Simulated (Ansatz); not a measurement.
# CH3AlS2: the cost of one run

All numbers below are computed with Ansatz 0.2.0 (RKS BHLYP-D4/6-31G*).

**1. The structure to begin with**

Bond lengths: S1–Al2 2.177 Å, Al2–C3 1.945 Å, Al2–S4 2.155 Å, C3–S4 2.003 Å, S1–H5 1.339 Å, C3–H6 1.089 Å, C3–H7 1.089 Å. Angles: S1–Al2–C3 154.2°, S1–Al2–S4 147.5°, C3–Al2–S4 58.2°, Al2–S1–H5 89.8°, Al2–C3–S4 66.1°, Al2–C3–H6 124.9°, Al2–C3–H7 125.3°, S4–C3–H6 106.6°, S4–C3–H7 106.7°, H6–C3–H7 109.4°, Al2–S4–C3 55.6°.

Structure file:

```xyz
7

S    -2.7034    0.2208   -0.2156
Al   -0.5330    0.1081   -0.0914
C     1.1496   -0.6725    0.4942
S     1.3671    0.9511   -0.6593
H    -2.5981    1.3327   -0.9536
H     1.6688   -1.4855   -0.0112
H     1.6490   -0.4547    1.4370
```

**2. Relaxing end A**

Contents of input.yaml:

```yaml
crystal:
  periodic: [false, false, false]
  atoms:
    - { symbol: S, position_ang: [-2.70338, 0.22082, -0.21562] }
    - { symbol: Al, position_ang: [-0.53299, 0.10809, -0.09141] }
    - { symbol: C, position_ang: [1.1496, -0.67247, 0.4942] }
    - { symbol: S, position_ang: [1.36707, 0.95108, -0.65935] }
    - { symbol: H, position_ang: [-2.59806, 1.33272, -0.95364] }
    - { symbol: H, position_ang: [1.66878, -1.48555, -0.01115] }
    - { symbol: H, position_ang: [1.64899, -0.4547, 1.43698] }
basis:
  gaussian: { orbitals: "6-31G*" }
hamiltonian:
  xc: { name: BHLYP }
  dispersion: d4
relax:
  f_tol: 0.015
  max_steps: 40
```

On the command line:

```
ansatz run input.yaml --threads 1 --pin off --max-ram 2048MiB --backend cpu --events-out ev --progress --plain --runs-dir out
```

**Question.** How long does this run take on 1 thread of Arm Neoverse V2, shared host, and how much memory does it need?

About 26 s, with a peak of 0.15 GiB.
